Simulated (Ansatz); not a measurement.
# ClFGaO radical: small, medium and large basis sets

One table from this session's results is given with a row withheld; the runs are named, their logs left out.

Program: Ansatz 0.2.0, Gaussian basis. Level of theory: one geometry, several basis sets. These are calculated values, not measurements.

Levels to be run: PBE0-D4/def2-SVP; ωB97M-V/def2-SVP; PBE0-D4/def2-QZVPP; ωB97M-V/def2-QZVPP; the functionals' def2-TZVPP values are taken from earlier runs.

### Structure used throughout

All runs share one geometry, relaxed beforehand with PBE0-D4 in a triple-zeta def2 set.

SMILES `[O][Ga]([F])[Cl]`, 4 atoms, charge 0, spin multiplicity 2.

Atoms are counted from 1 here; the program's logs count them from 0.

Bond lengths: O1–Ga2 1.793 Å, Ga2–F3 1.733 Å, Ga2–Cl4 2.103 Å. Angles: O1–Ga2–F3 117.5°, O1–Ga2–Cl4 121.6°, F3–Ga2–Cl4 120.9°.

Geometry (Å):

```xyz
4
ClFGaO
O     1.0551    0.7442    1.2816
Ga    0.0601   -0.0575    0.0245
F     0.3622   -1.7353   -0.2875
Cl   -1.4218    0.9885   -1.0389
```

The first run:

The input, in.yaml:

```yaml
crystal:
  periodic: [false, false, false]
  atoms:
    - {symbol: O, position_ang: [1.055109, 0.744217, 1.281584]}
    - {symbol: Ga, position_ang: [0.060123, -0.057534, 0.024486]}
    - {symbol: F, position_ang: [0.362160, -1.735334, -0.287452]}
    - {symbol: Cl, position_ang: [-1.421791, 0.988451, -1.038918]}
basis:
  gaussian: {orbitals: def2-SVP}
magnetization: {spin_polarized: true, initial_magnetization: 1}
hamiltonian: {xc: pbe0, dispersion: d4}
output: {orbitals: {seedname: orbitals}}
```

On the command line:

```sh
$ ansatz run in.yaml --threads 2 --pin off --events-out ev --progress --plain --max-ram 32768MiB --backend cpu
```

Among the steps run: PBE0-D4 in def2-SVP; ωB97M-V in def2-SVP; PBE0-D4 in def2-QZVPP; ωB97M-V in def2-QZVPP.

One of the session's tables, all rows but one given; the rest of the session is left out.

It belongs to the step «Functionals by basis». 

```
functional       basis  HOMO (eV)  LUMO (eV)
   PBE0-D4    def2-SVP      -9.47      -4.76
   PBE0-D4  def2-TZVPP      -9.65      -4.89
   PBE0-D4  def2-QZVPP      -9.70      -4.94
   ωB97M-V    def2-SVP     -11.84      -2.41
   ωB97M-V  def2-TZVPP          ?          ?
   ωB97M-V  def2-QZVPP     -12.12      -2.71
```

Q: Estimate the row for ωB97M-V, def2-TZVPP from the others.

As computed: HOMO (eV): -12.06; LUMO (eV): -2.64. In the column «HOMO (eV)» it lies between ωB97M-V, def2-QZVPP (-12.12) and ωB97M-V, def2-SVP (-11.84).
